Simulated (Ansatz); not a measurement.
**Ga3Se: tests of the settings**

Aim, for Ga3Se: see how the k-point mesh moves the results.

Method: DFT PBE, scalar-relativistic, plane waves, PAW, in Ansatz 0.2.0.

1 further run of the same task is left out (set aside as unsound or not needed).

### 1 Starting point

It takes space group Pm-3m (No. 221, cubic). Conventional cell: a = 4.432 Å, b = 4.432 Å, c = 4.432 Å, α = 90.00°, β = 90.00°, γ = 90.00°. Ga (site symmetry 4/mmm) has 8 Ga at 3.13 Å and 4 Se at 3.13 Å as nearest neighbours. Se (site symmetry m-3m) is surrounded by 12 Ga at 3.13 Å.

As a file:

```
CELL_PARAMETERS angstrom
4.43246 0.00000 0.00000
0.00000 4.43246 0.00000
0.00000 0.00000 4.43246
ATOMIC_POSITIONS crystal
Ga 0.00000 0.50000 0.50000
Ga 0.50000 0.00000 0.50000
Ga 0.50000 0.50000 0.00000
Se 0.00000 0.00000 0.00000
```

The structure comes from the Materials Project (structure only); it is used as listed.

### 2 The base input

input.yaml

```yaml
crystal:
  lattice:
    - [4.432465, 0.0, 0.0]
    - [0.0, 4.432465, 0.0]
    - [0.0, 0.0, 4.432465]
  atoms:
    - { symbol: Ga, position: [0.0, 0.5, 0.5] }
    - { symbol: Ga, position: [0.5, 0.0, 0.5] }
    - { symbol: Ga, position: [0.5, 0.5, 0.0] }
    - { symbol: Se, position: [0.0, 0.0, 0.0] }
basis:
  ecutwfc: 420
kpoints:
  mp_grid: { grid: [10, 10, 10] }
hamiltonian:
  xc: pbe
scf:
  occupations: { method: gaussian, width: 0.1 }
output:
  forces: true
  stress: true
  eigenvalues: true
  populations: true
```

It was run beforehand and gave: -4204.5796 eV/atom at zero smearing, pressure -0.61 GPa, largest force 0.000 eV/Å, no gap on the mesh, in 7 SCF cycles and 9.7 s.

### 3 K-point mesh set to 1×1×1

input.yaml

```yaml
crystal:
  lattice:
    - [4.432465, 0.0, 0.0]
    - [0.0, 4.432465, 0.0]
    - [0.0, 0.0, 4.432465]
  atoms:
    - { symbol: Ga, position: [0.0, 0.5, 0.5] }
    - { symbol: Ga, position: [0.5, 0.0, 0.5] }
    - { symbol: Ga, position: [0.5, 0.5, 0.0] }
    - { symbol: Se, position: [0.0, 0.0, 0.0] }
basis:
  ecutwfc: 420
kpoints:
  mp_grid: { grid: [1, 1, 1] }
hamiltonian:
  xc: pbe
scf:
  occupations: { method: gaussian, width: 0.1 }
output:
  forces: true
  stress: true
  eigenvalues: true
```

Started as:

```
> ansatz run input.yaml --threads 1 --pin off --max-ram 2560MiB --backend cpu --events-out ev --progress --plain --runs-dir out
```

### 4 K-point mesh set to 2×2×2

Changes to input.yaml since step 3:

```diff
@@ -13,3 +13,3 @@
 kpoints:
-  mp_grid: { grid: [1, 1, 1] }
+  mp_grid: { grid: [2, 2, 2] }
 hamiltonian:
```

### 5 K-point mesh set to 4×4×4

Changes to input.yaml since step 4:

```diff
@@ -13,3 +13,3 @@
 kpoints:
-  mp_grid: { grid: [2, 2, 2] }
+  mp_grid: { grid: [4, 4, 4] }
 hamiltonian:
```

### 6 K-point mesh set to 6×6×6

Changes to input.yaml since step 5:

```diff
@@ -13,3 +13,3 @@
 kpoints:
-  mp_grid: { grid: [4, 4, 4] }
+  mp_grid: { grid: [6, 6, 6] }
 hamiltonian:
```

### 7 K-point mesh set to 8×8×8

Changes to input.yaml since step 6:

```diff
@@ -13,3 +13,3 @@
 kpoints:
-  mp_grid: { grid: [6, 6, 6] }
+  mp_grid: { grid: [8, 8, 8] }
 hamiltonian:
```

### 8 K-point mesh: 12×12×12

Changes to input.yaml since step 7:

```diff
@@ -13,3 +13,3 @@
 kpoints:
-  mp_grid: { grid: [8, 8, 8] }
+  mp_grid: { grid: [12, 12, 12] }
 hamiltonian:
```

### 9 K-point mesh set to 14×14×14

Changes to input.yaml since step 8:

```diff
@@ -13,3 +13,3 @@
 kpoints:
-  mp_grid: { grid: [12, 12, 12] }
+  mp_grid: { grid: [14, 14, 14] }
 hamiltonian:
```

### 10 K-point mesh set to 16×16×16

Changes to input.yaml since step 9:

```diff
@@ -13,3 +13,3 @@
 kpoints:
-  mp_grid: { grid: [14, 14, 14] }
+  mp_grid: { grid: [16, 16, 16] }
 hamiltonian:
```

(Steps that only read results are left out.)

What results come out of these runs, taken together?

The runs gave:

| quantity | value |
| --- | --- |
| k-point mesh: within 10 and 1 meV/atom of 16×16×16 from | 6×6×6 for 10; 6×6×6 for 1 |

In the sweep of the k-point mesh, 6×6×6 already comes within 1 meV/atom of the reference, and so do all later runs, at about 0.15 of the reference's time. The reference is only the best run made, not a proven limit. The error changes sign along the series, since a k mesh isn't variational, and a metal needs dense meshes to resolve its Fermi surface. The final runs have no spin polarisation, so no magnetic state was tried and one may lie lower.
